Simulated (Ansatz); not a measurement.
# NiO: the cost of one run

Program: Ansatz 0.2.0. Level of theory: DFT PBEsol+U, scalar-relativistic, plane waves, PAW. These are calculated values, not measurements.

## 1. Starting point

It takes space group Fm-3m (No. 225, cubic). The conventional cell has a = 4.177 Å, b = 4.177 Å, c = 4.177 Å, α = 90.00°, β = 90.00°, γ = 90.00°. Around Ni (site symmetry m-3m) lie 6 O at 2.09 Å. Around O (site symmetry m-3m) lie 6 Ni at 2.09 Å.

Coordinates:

```
CELL_PARAMETERS angstrom
2.08850 2.08850 4.17700
4.17700 2.08850 2.08850
2.08850 4.17700 2.08850
ATOMIC_POSITIONS crystal
Ni 0.00000 0.00000 0.00000
Ni 0.50000 0.50000 0.50000
O 0.25000 0.25000 0.25000
O 0.75000 0.75000 0.75000
```

## 2. Relaxing cell and atoms: NiO, moments +−

input.yaml

```yaml
crystal:
  lattice:
    - [2.0885, 2.0885, 4.177]
    - [4.177, 2.0885, 2.0885]
    - [2.0885, 4.177, 2.0885]
  atoms:
    - { symbol: Ni, position: [0.0, 0.0, 0.0], spin: 2.0 }
    - { symbol: Ni, position: [0.5, 0.5, 0.5], spin: -2.0 }
    - { symbol: O, position: [0.25, 0.25, 0.25] }
    - { symbol: O, position: [0.75, 0.75, 0.75] }
magnetization:
  spin_polarized: true
scf:
  occupations: { method: fixed }
output:
  forces: true
  stress: true
  populations: true
  write_density: true
  write_potential: true
  elf: true
  volumetric_format: npy
hamiltonian:
  hubbard: { sites: [{ species: Ni, l: d, u_eff: 5.0 }] }
  xc: pbesol
relax:
  f_tol: 0.003
  cell: { stress_tol: 0.02 }
kpoints:
  mp_grid: { grid: [6, 6, 6] }
```

Launch:

```
> ansatz run input.yaml --threads 4 --pin off --max-ram 9216MiB --backend cpu --events-out ev --progress --plain --runs-dir out
```

**Question.** How long does this run take on 4 threads of Arm Neoverse N1, shared host, and how much memory does it need?

About 13 s, with a peak of 0.4 GiB.
